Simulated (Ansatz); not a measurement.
Here is an Ansatz 0.2.0 calculation.

The input input.yaml:

```yaml
crystal:
  lattice:
    - [1.4606320425, 0.8432963029, 4.7393853233]
    - [-1.4606320425, 0.8432963029, 4.7393853233]
    - [0.0, -1.6865926058, 4.7393853233]
  atoms:
    - { symbol: Cr, position: [0.5, 0.5, 0.5], spin: 0.71, spin_axis: [0.335, -0.28, -0.56] }
    - { symbol: V, position: [0.0, 0.0, 0.0], spin: 1.77, spin_axis: [-1.465, -0.992, 0.045] }
    - { symbol: C, position: [0.248759, 0.248759, 0.248759] }
    - { symbol: C, position: [0.751241, 0.751241, 0.751241] }
hamiltonian:
  xc: pbe
  pseudopotentials: { kind: paw }
magnetization:
  noncollinear: true
  spin_orbit: false
kpoints:
  mp_grid: { grid: [8, 8, 8] }
scf:
  occupations: { method: fermi_dirac, width: 0.05 }
output:
  forces: true
  stress: true
  eigenvalues: true
```

Potentials or basis: Ansatz PAW.

Command:

```sh
$ ansatz run input.yaml --threads 2 --pin off --max-ram 5632MiB --backend cpu --events-out ev --progress --plain --runs-dir out
```

**Question.** What does it give for the band gap on the k mesh?

**Answer.** None (metal or under the smearing width).

**Question.** Predict the largest force.

**Answer.** 0.053 eV/Å.

Forces on the atoms (eV/Å):
```
Cr   0.000  0.000  0.000
V    0.000  0.000  0.000
C    0.000  0.000  0.053
C    0.000  0.000 -0.053
```

Caveat: the starting moments weren't kept.
